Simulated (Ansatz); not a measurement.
# C₂H₉BO₂: one species, many methods

How much do the methods differ for C₂H₉BO₂? The plan is to run it at one geometry with functionals of several rungs and with coupled cluster, and see how far each lands from CCSD(T) at the basis-set limit for the atomisation energy.

The runs use Ansatz 0.2.0, Gaussian basis; functionals in def2-TZVPP, the program's frozen cores in correlated methods.

Levels to be run: LDA (SPW92), PBE-D4, revPBE-D4, BLYP-D4, r2SCAN-D4, B97M-V, PBE0-D4, B3LYP-D4, r2SCANh-D4, r2SCAN0-D4, HSE06-D4, BHLYP-D4, CAM-B3LYP-D4, LC-ωPBE, ωB97X-V, ωB97M-V, B2PLYP, PBE-QIDH; CCSD(T)/def2-SVP; CCSD(T)/def2-TZVPP; MP2/def2-QZVPP; extrapolation to the limit; RPA on PBE.

### Step 1. Structure used throughout

An earlier PBE0-D4 in a triple-zeta def2 set relaxation fixed the geometry.

14 atoms, charge 0, spin multiplicity 1.

Atoms are counted from 1 here; the program's logs count them from 0.

Bond lengths: C1–B2 1.571 Å, C1–H6 1.094 Å, C1–H7 1.094 Å, C1–H8 1.097 Å, B2–C3 1.565 Å, B2–O4 1.372 Å, C3–H9 1.093 Å, C3–H10 1.092 Å, C3–H11 1.098 Å, O4–H12 0.961 Å, O5–H13 0.967 Å, O5–H14 0.959 Å. Angles: B2–C1–H6 111.5°, B2–C1–H7 114.8°, B2–C1–H8 108.9°, H6–C1–H7 108.2°, H6–C1–H8 105.6°, H7–C1–H8 107.4°, C1–B2–C3 123.0°, C1–B2–O4 120.4°, C3–B2–O4 116.6°, B2–C3–H9 112.2°, B2–C3–H10 113.1°, B2–C3–H11 108.7°, H9–C3–H10 109.2°, H9–C3–H11 105.8°, H10–C3–H11 107.5°, B2–O4–H12 113.6°, H13–O5–H14 104.8°.

### Step 2. LDA

This LDA is Slater exchange with PW92 correlation.

in.yaml reads:

```yaml
crystal:
  periodic: [false, false, false]
  atoms:
    - {symbol: C, position_ang: [-1.141756, 1.568041, 0.809204]}
    - {symbol: B, position_ang: [-0.287751, 0.376767, 0.242975]}
    - {symbol: C, position_ang: [1.229560, 0.182211, 0.575435]}
    - {symbol: O, position_ang: [-0.860847, -0.560315, -0.578979]}
    - {symbol: O, position_ang: [0.836644, -2.375763, -2.088878]}
    - {symbol: H, position_ang: [-0.939124, 1.736374, 1.870709]}
    - {symbol: H, position_ang: [-2.222648, 1.459268, 0.679932]}
    - {symbol: H, position_ang: [-0.842590, 2.492659, 0.300970]}
    - {symbol: H, position_ang: [1.763646, 1.133742, 0.638711]}
    - {symbol: H, position_ang: [1.742424, -0.470440, -0.133823]}
    - {symbol: H, position_ang: [1.316039, -0.276455, 1.568843]}
    - {symbol: H, position_ang: [-1.795610, -0.409056, -0.741150]}
    - {symbol: H, position_ang: [0.218331, -1.784518, -1.638325]}
    - {symbol: H, position_ang: [0.970580, -3.101714, -1.476824]}
basis:
  gaussian: {orbitals: def2-TZVPP}
hamiltonian: {xc: lda}
output: {orbitals: {seedname: orbitals}}
```

Run with:

```bash
$ ansatz run in.yaml --threads 4 --pin off --events-out ev --progress --plain --max-ram 10444MiB
```

The runs that follow: PBE-D4 (GGA); revPBE-D4 (GGA); BLYP-D4 (GGA); r2SCAN-D4 (meta-GGA); B97M-V (meta-GGA); B3LYP-D4 (hybrid); r2SCANh-D4 (hybrid); r2SCAN0-D4 (hybrid); HSE06-D4 (hybrid); BHLYP-D4 (hybrid); CAM-B3LYP-D4 (range-separated); LC-ωPBE (range-separated); ωB97X-V (range-separated); ωB97M-V (range-separated); B2PLYP (double hybrid); PBE-QIDH (double hybrid); CCSD(T) in def2-SVP; CCSD(T) in def2-TZVPP; MP2 in def2-QZVPP; RPA on PBE orbitals.

**Question.** What will the summary of the whole plan be? Wanted: atomisation energy, CCSD(T)/CBS; farthest beyond LDA; mean size of error, GGA; mean size of error, meta-GGA; mean size of error, hybrid; mean size of error, range-separated; mean size of error, double hybrid; gap, smallest and largest; T1 diagnostic.

The runs gave:

```
                               quantity                                                                                                         value
        atomisation energy, CCSD(T)/CBS                                                                                                 5381.7 kJ/mol
 functionals within 26.9 kJ/mol (0.5 %)  BLYP-D4, r2SCAN-D4, B97M-V, PBE0-D4, B3LYP-D4, r2SCANh-D4, HSE06-D4, CAM-B3LYP-D4, LC-ωPBE, ωB97X-V, ωB97M-V
                    farthest beyond LDA                                                                                      BHLYP-D4 (-149.0 kJ/mol)
                mean size of error, GGA                                                                                                   47.5 kJ/mol
           mean size of error, meta-GGA                                                                                                    3.7 kJ/mol
             mean size of error, hybrid                                                                                                   42.8 kJ/mol
    mean size of error, range-separated                                                                                                   19.5 kJ/mol
      mean size of error, double hybrid                                                                                                   47.4 kJ/mol
              gap, smallest and largest                                                                     5.61 eV (LDA (SPW92)), 13.58 eV (LC-ωPBE)
                          T1 diagnostic                                                                                                        0.0107
triples share of the correlation energy                                                                                                         3.4 %
```

**Reading.** The LDA atomisation energy is off by 725.0 kJ/mol (13 %): it overbinds. PBE-D4 is off by +77.0 kJ/mol. Double hybrids carry the basis error of their MP2 part in triple zeta, and no dispersion term here, so their miss is partly the set-up's. The rungs meta-GGA, range-separated miss on average by less than the doubt on the reference (26.9 kJ/mol), so they tie. The reference freezes the cores and leaves out relativity and excitations past (T), so misses under about 26.9 kJ/mol can't be ranked. Hartree-Fock recovers 74 % of the binding; the rest is correlation. CCSD(T) in def2-SVP is off by -256.5 kJ/mol, more than most functionals: a good method in a small basis is no reference. Orbital gaps span 5.6 to 13.6 eV; exact exchange widens them.
